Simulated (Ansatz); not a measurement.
# Al3BP2: the cost of one run

Computed with Ansatz 0.2.0 (DFT PBE, scalar-relativistic, plane waves, PAW, unless a step's input says otherwise).

1 further run of the same task is left out (it didn't finish).

**1. The system as given**

The structure is hexagonal, space group P6/mmm (No. 191). The conventional cell has a = 4.049 Å, b = 4.049 Å, c = 6.356 Å, α = 90.00°, β = 90.00°, γ = 120.00°. Al (site symmetry mmm) has 4 Al at 2.02 Å as nearest neighbours. B (site symmetry 6/mmm) is surrounded by 6 P at 2.34 Å. P (site symmetry -6m2) is surrounded by 3 B at 2.34 Å and 3 P at 2.34 Å.

Structure file:

```cif
data_structure
_symmetry_space_group_name_H-M 'P6/mmm'
_symmetry_Int_Tables_number 191
_cell_length_a 4.0491
_cell_length_b 4.0491
_cell_length_c 6.3561
_cell_angle_alpha 90.000
_cell_angle_beta 90.000
_cell_angle_gamma 120.000
_cell_volume 90.25
loop_
_atom_site_label
_atom_site_type_symbol
_atom_site_symmetry_multiplicity
_atom_site_Wyckoff_symbol
_atom_site_fract_x
_atom_site_fract_y
_atom_site_fract_z
_atom_site_occupancy
Al1 Al 3 f 0.50000 0.00000 0.00000 1
B1 B 1 b 0.00000 0.00000 0.50000 1
P1 P 2 d 0.33333 0.66667 0.50000 1
```

The cell is invented: random cell by space group and Wyckoff sites (P6/mmm, No. 191). Lengths come from tabulated atomic sizes and are only a guess.

**2. A first look at the guess**

Contents of input.yaml:

```yaml
crystal:
  lattice:
    - [4.04909831, 0.0, 0.0]
    - [-2.02454915, 3.506622, 0.0]
    - [0.0, 0.0, 6.35609386]
  atoms:
    - { symbol: Al, position: [0.5, 0.0, 0.0] }
    - { symbol: Al, position: [0.0, 0.5, 0.0] }
    - { symbol: Al, position: [0.5, 0.5, 0.0] }
    - { symbol: B, position: [0.0, 0.0, 0.5] }
    - { symbol: P, position: [0.33333333, 0.66666667, 0.5] }
    - { symbol: P, position: [0.66666667, 0.33333333, 0.5] }
basis:
  ecutwfc: 420
kpoints:
  mp_grid: { grid: [6, 6, 4] }
hamiltonian:
  xc: pbe
scf:
  occupations: { method: gaussian, width: 0.1 }
  lower_state_search: "off"
output:
  forces: true
  stress: true
  eigenvalues: true
```

Run with:

```bash
$ ansatz run input.yaml --threads 1 --pin off --max-ram 2560MiB --backend cpu --events-out ev --progress --plain --runs-dir out
```

What time and memory should one allow on 1 thread of Intel Xeon at 2.70GHz, shared host?

About 3.7 s, with a peak of 0.37 GiB.
